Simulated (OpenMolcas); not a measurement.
**Bi: CASSCF and CASPT2 terms and fine-structure levels**

Wanted: the level scheme of Bi from active-space wave functions, then second-order correlation under several settings.

Program: OpenMolcas 26.06. Level of theory: state-averaged CASSCF and CASPT2, spin-orbit coupling by RASSI with atomic mean-field integrals. These are calculated values, not measurements, unless marked.

## 1. The atom as given

```
Species                           : Bi (bismuth, Z = 83, 83 electrons)
Basis                             : ANO-R1 [7s6p4d2f], 59 functions
Scalar Hamiltonian                : X2C, finite nucleus
Inactive shells                   : 1s 2s 2p 3s 3p 3d 4s 4p 4d 4f 5s 5p 5d 6s
Active space                      : 3 electrons in 3 orbitals (6p)
Some configurations of this space : 6s² 6p³
Orbitals                          : optimised for each spin and parity, averaged over all roots
```

Outer shells as boxes (Hund's rule):

6s2 6p3
```
6s [↑↓]
6p [↑ ][↑ ][↑ ]
```

Each step is its own input file, run in one work folder so that later steps find the files of earlier ones. Labels, J, g values, rates, χT and fits are worked out afterwards by a script from the matrices that RASSI stores.

## 2. Basis and integrals

a.inp

```
&GATEWAY
Coord
1

Bi 0.0 0.0 0.0
Basis=ANO-R1
Group=XYZ
NoMove
AngMom=0.0 0.0 0.0
AMFI
&SEWARD
```

Started as:

```
$ OMP_NUM_THREADS=1 MOLCAS_MEM=1689 MOLCAS_PROJECT=a pymolcas a.inp > a.log
```

## 3. Reference wave functions, quartets of odd parity, 1 root

a.inp

```
&RASSCF
FileOrb=start.orb
Symmetry=2
Spin=4
nActEl=3 0 0
Inactive=21 19
Ras2=0 3
CIRoot=1 1 1
SDav=1
CIMx=300
Iter=120 100
PrWF=0.3
OrbListing=Nothing
MaxOrb=0
Atom
>>> COPY $Project.JobIph JOB001
```

start.orb holds the contracted functions of the basis, ordered by shell, or the orbitals of the step before.

## 4. Reference wave functions, doublets of odd parity, 8 roots

a.inp

```
&RASSCF
FileOrb=start.orb
Symmetry=2
Spin=2
nActEl=3 0 0
Inactive=21 19
Ras2=0 3
CIRoot=8 8 1
SDav=8
CIMx=300
Iter=120 100
PrWF=0.3
OrbListing=Nothing
MaxOrb=0
Atom
>>> COPY $Project.JobIph JOB002
```

## 5. State interaction with spin-orbit coupling

a.inp

```
&RASSI
NrOfJobIphs=2 1 8
1
1 2 3 4 5 6 7 8
IphNames
JOB001
JOB002
EJob
SpinOrbit
DIPRint=1.0
SOCoupling=1000.0
Subsets=2
MEES
Property=10
'ANGMOM' 1 'ANGMOM' 2 'ANGMOM' 3 'MLTPL  1' 1 'MLTPL  1' 2 'MLTPL  1' 3
'AMFI' 1 'AMFI' 2 'AMFI' 3 'MLTPL  2' 6
SOProperty=3
'ANGMOM' 1 'ANGMOM' 2 'ANGMOM' 3
```

## 6. CASPT2: IPEA 0.25, imaginary shift 0.1 (closed shells correlated: 5d 6s)

a.inp

```
>>> COPY JOB001 $Project.JobIph
&CASPT2
Multistate=1 1
Frozen=15 19
IPEA=0.25
Imaginary=0.1
MaxIter=60
WThr=0.0 0.3 0.05
PrWF=0.5
NoMix
>>> COPY JOB002 $Project.JobIph
&CASPT2
Multistate=8 1 2 3 4 5 6 7 8
Frozen=15 19
IPEA=0.25
Imaginary=0.1
MaxIter=60
WThr=0.0 0.3 0.05
PrWF=0.5
NoMix
```

## 7. CASPT2: IPEA 0, imaginary shift 0.1 (closed shells correlated: 4f 5s 5p 5d 6s)

Edit a.inp of step 6 so:

```diff
@@ -3,4 +3,4 @@
 Multistate=1 1
-Frozen=15 19
-IPEA=0.25
+Frozen=14 9
+IPEA=0.0
 Imaginary=0.1
@@ -13,4 +13,4 @@
 Multistate=8 1 2 3 4 5 6 7 8
-Frozen=15 19
-IPEA=0.25
+Frozen=14 9
+IPEA=0.0
 Imaginary=0.1
```

(Steps that only read results are left out.)

Q: Predict the outcome of this session. Wanted: lowest level; first excited level; spin-orbit lowering of the lowest level; strongest of the lines computed, by gA.

**Answer**, as computed:

| quantity | value |
| --- | --- |
| method | SS-CASPT2, IPEA 0.25, imaginary shift 0.1 (closed shells correlated: 5d 6s) |
| lowest level | 6s² 6p³ ⁴S°_3/2, 78 % of that term, g = 1.830 |
| ground level listed by NIST | 4S°3/2 |
| first excited level | 6s² 6p³ ²D°_3/2 at 1.478 eV |
| spin-orbit lowering of the lowest level | 0.4721 eV |
| strongest of the lines computed, by gA (one parity, so forbidden lines), at SS-CASPT2 energies | 6s² 6p³ ²P°_3/2 → 6s² 6p³ ²D°_3/2, 502.2 nm, A = 6.53e+01 s⁻¹ |

What each method costs and misses:

```
                                                    method  time of its own steps  time with the reference  mean absolute difference from the measured levels (cm-1)
                                                 A. CASSCF                  3.7 s                    3.7 s                                                      1400
      B. SS-CASPT2, IPEA 0.25, imaginary shift 0.1, +5d 6s                  1.4 s                      5 s                                                      1200
C. SS-CASPT2, IPEA 0, imaginary shift 0.1, +4f 5s 5p 5d 6s                  2.1 s                    5.7 s                                                      1200
```

Times are of one thread on a shared host.

In words: Second-order correlation (method B) scales the levels of the lowest configuration above 5000 cm⁻¹ by 0.95 to 0.98. Method B lies closest to the measured levels (1200 cm⁻¹ on average, level with C) and A farthest (1400). Only the configurations of the active space and the roots asked for are present. The lowest level holds only 78 % of its leading term, so the LS label is a loose one. CASPT2 does not keep the components of a term degenerate, and the means are used. With the s shell closed, the highest p terms come out too high. Spin-orbit splittings of 6p shells come out too small at this level. Levels of other configurations are missing from the list.
